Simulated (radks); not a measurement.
**Excited configurations of Ge**

The task here is to estimate one member of a computed series from the others.

Method: scalar-relativistic Kohn-Sham, LDA (Slater exchange, Perdew-Wang correlation), spin-polarised, spherical densities, point nucleus; open shells are filled with parallel spins first. Code: radks (a radial shooting solver on a logarithmic mesh, Libxc functionals) version 1.

## The system

```
element       : germanium (Z = 32)
charge        : 0
electrons     : 32
configuration : [Ar] 3d10 4s2 4p2
```

Outer shells as boxes (Hund's rule):

Ge
```
[Ar] core
3d [↑↓][↑↓][↑↓][↑↓][↑↓]
4s [↑↓]
4p [↑ ][↑ ][  ]
```

The first run:

The run's settings:

```text
Z 32
configuration [Ar] 3d10 4s2 4p2
relativity scalar-relativistic
functional lda,pw
spin polarised
nucleus point
c 137.035999084
```

Among the steps run: Ground configuration: [Ar] 3d10 4s2 4p2.

One of the session's tables, all rows but one given; the rest of the session is left out.

It belongs to the step «Ground configuration: [Ar] 3d10 4s2 4p2». From the orbitals of this run (lengths in bohr):

| level | <r> | outermost maximum (interpolated) | 90 % within | nodes |
| --- | --- | --- | --- | --- |
| 3p up | 0.6481 | 0.543 | 0.998 | 1 |
| 3p down | 0.6477 | 0.543 | 0.997 | 1 |
| 3d up | ? | ? | ? | ? |
| 3d down | 0.7349 | 0.501 | 1.25 | 0 |
| 4s up | 2.109 | 1.74 | 3.19 | 3 |
| 4s down | 2.105 | 1.72 | 3.20 | 3 |
| 4p up | 2.838 | 2.20 | 4.45 | 2 |
| 4p down | 2.964 | 2.20 | 4.75 | 2 |

Q: Estimate the row for 3d up from the others.

The run gave: <r>: 0.7393; outermost maximum (interpolated): 0.502; 90 % within: 1.26; nodes: 0. In the column «<r>» it lies between 3d down (0.7349) and 4s down (2.105).

Limits of these values: Open shells are spherical and high-spin; term and fine-structure splittings are not resolved.
